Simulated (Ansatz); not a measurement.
# Rb4P: the cost of one run

Program: Ansatz 0.2.0. Level of theory: DFT PBE, scalar-relativistic, plane waves, PAW. These are calculated values, not measurements.

**1. The starting structure**

Symmetry: P4/mmm, No. 123, tetragonal system. The conventional cell has a = 5.663 Å, b = 5.663 Å, c = 8.009 Å, α = 90.00°, β = 90.00°, γ = 90.00°. Rb (site symmetry 2mm) is surrounded by 2 P at 3.47 Å. Around P (site symmetry 4/mmm) lie 8 Rb at 3.47 Å.

As a file:

```xyz
5
Lattice="5.6632 0.0000 0.0000 0.0000 5.6632 0.0000 0.0000 0.0000 8.0090" Properties=species:S:1:pos:R:3 pbc="T T T"
Rb    2.8316    0.0000    2.0023
Rb    0.0000    2.8316    6.0068
Rb    2.8316    0.0000    6.0068
Rb    0.0000    2.8316    2.0023
P     0.0000    0.0000    0.0000
```

Recipe of the guess: ordered vacancies on the anion sites of antifluorite (P4/mmm, No. 123). Its size is a rough estimate.

**2. The guess as it stands, on a coarse mesh**

input.yaml

```yaml
crystal:
  lattice:
    - [5.66322029, 0.0, 0.0]
    - [0.0, 5.66322029, 0.0]
    - [0.0, 0.0, 8.00900293]
  atoms:
    - { symbol: Rb, position: [0.5, 0.0, 0.25] }
    - { symbol: Rb, position: [0.0, 0.5, 0.75] }
    - { symbol: Rb, position: [0.5, 0.0, 0.75] }
    - { symbol: Rb, position: [0.0, 0.5, 0.25] }
    - { symbol: P, position: [0.0, 0.0, 0.0] }
basis:
  ecutwfc: 420
kpoints:
  mp_grid: { grid: [4, 4, 2] }
hamiltonian:
  xc: pbe
scf:
  occupations: { method: gaussian, width: 0.1 }
  lower_state_search: "off"
output:
  forces: true
  stress: true
  eigenvalues: true
```

On the command line:

```sh
$ ansatz run input.yaml --threads 1 --pin off --max-ram 2048MiB --backend cpu --events-out ev --progress --plain --runs-dir out
```

**Question.** How long does this run take on 1 thread of Intel Xeon Platinum 8488C (Sapphire Rapids), shared host, and how much memory does it need?

About 4.9 s, with a peak of 0.48 GiB.
